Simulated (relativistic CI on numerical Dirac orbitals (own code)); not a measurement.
# Mo XXXIV (Mo³³⁺): levels and lines

Aim: the low levels of Mo³³⁺, their labels and the strongest lines; runs with one setting changed show what the result hangs on.

Program: relativistic CI on numerical Dirac orbitals (own code) version 2. Level of theory: Dirac-Coulomb-Breit CI, KLI orbitals optimised for each configuration, model QED (radiative potential, 1s self-energy scaled to tabulated hydrogen-like ionisation energies). These are calculated values, not measurements, unless marked.

### Step 1. The atom as given

```
ion                       : Mo³³⁺ (Mo XXXIV)
nuclear charge            : 42
electrons                 : 9
isotope                   : A = 98
first configuration typed : [He] 2s2 2p5
```

Outer shells as boxes (Hund's rule):

first configuration typed
```
[He] core
2s [↑↓]
2p [↑↓][↑↓][↑ ]
```

### Step 2. The main run

Input settings:

```ini
atom Mo  Z=42  charge=33  electrons=9
nucleus A=98  rms_radius_fm=4.4091
hamiltonian dirac-coulomb  breit=on  qed=on  c_scale=1
orbitals kli  potential=per-configuration
slater_scale 1
correlation none
mixing on
configurations
  [He] 2s2 2p5
  [He] 2s 2p6
  [He] 2p6 3s
  [He] 2p6 3p
  [He] 2p6 3d
  [He] 2s2 2p4 3s
  [He] 2s2 2p4 3p
  [He] 2s2 2p4 3d
  [He] 2s 2p5 3s
  [He] 2s 2p5 3p
  [He] 2s 2p5 3d
  [He] 2s2 2p4 4s
  [He] 2s2 2p4 4p
  [He] 2s2 2p4 4d
  [He] 2s2 2p4 4f
  [He] 2s 2p5 4s
  [He] 2s 2p5 4p
  [He] 2s 2p5 4d
  [He] 2s 2p5 4f
  [He] 2s2 2p3 3s2
  [He] 2s2 2p4 5s
  [He] 2s2 2p3 3s 3p
  [He] 2s2 2p4 5p
  [He] 2s2 2p4 5d
  [He] 2s2 2p4 5f
  [He] 2s2 2p4 5g
  [He] 2s2 2p3 3p2
  [He] 2s2 2p3 3s 3d
  [He] 2s2 2p3 3p 3d
  [He] 2s 2p4 3s2
  [He] 2s2 2p3 3d2
  [He] 2s 2p4 3s 3p
  [He] 2s 2p5 5s
  [He] 2s 2p4 3p2
  [He] 2s 2p4 3s 3d
  [He] 2s 2p5 5p
end
```

### Step 3. Slater integrals scaled by 0.9

Settings: those of step 2 with these lines changed.

```diff
@@ -4,3 +4,3 @@
 orbitals kli  potential=per-configuration
-slater_scale 1
+slater_scale 0.9
 correlation none
```

### Step 4. Without configuration mixing

Settings: those of step 3 with these lines changed.

```diff
@@ -4,5 +4,5 @@
 orbitals kli  potential=per-configuration
-slater_scale 0.9
+slater_scale 1
 correlation none
-mixing on
+mixing off
 configurations
```

### Step 5. Without the Breit term

Settings: those of step 4 with these lines changed.

```diff
@@ -2,3 +2,3 @@
 nucleus A=98  rms_radius_fm=4.4091
-hamiltonian dirac-coulomb  breit=on  qed=on  c_scale=1
+hamiltonian dirac-coulomb  breit=off  qed=on  c_scale=1
 orbitals kli  potential=per-configuration
@@ -6,3 +6,3 @@
 correlation none
-mixing off
+mixing on
 configurations
```

(Steps that only read results are left out.)

**Question.** What will these runs give? Wanted: lowest level; first excitation; lowest level of the other parity; fastest E1 line; ionisation energy.

As calculated:

| run | time | mean size of shift, levels followed (cm⁻¹) | lowest level | ionisation energy (eV) |
| --- | --- | --- | --- | --- |
| main run | 2 s | 0 | 2p5 2P°3/2 | 4425.0 |
| Slater integrals scaled by 0.9 | 2 s | 5341 | 2p5 2P°3/2 | 4425.5 |
| without configuration mixing | 2 s | 6341 | 2p5 2P°3/2 | - |
| without the Breit term | 0.99 s | 18981 | 2p5 2P°3/2 | 4428.7 |

The semi-empirical ionisation energy (NIST) is 4430 eV.

| quantity | value |
| --- | --- |
| lowest level | 2p5 2P°3/2 |
| first excitation | 2p5 2P°1/2, 886243 cm⁻¹ |
| lowest level of the other parity | 2s 2p6 2S1/2, 331.07 eV |
| levels in the model | 1235 |
| fastest E1 line (by rate) to the lowest level among the lowest 400 of 1235 levels | 0.4497 nm, from 2p4 3d [2p1/2 2p3/2^3 3d3/2] J=5/2 (ii) |
| ionisation energy | 4425.0 eV |
| ionisation energy, semi-empirical (NIST) | 4430 eV |

**Reading.** The lowest level is 2p5 2P°3/2, 100 % pure in LS and 100 % in jj coupling; over the low levels the means are 66 and 94 %, so jj coupling describes them better. The ionisation energy agrees with the semi-empirical value within its uncertainty of 7 eV. The largest mover is «without the Breit term» (18981 cm⁻¹ on average). Lifetimes count radiative decay inside the model alone.
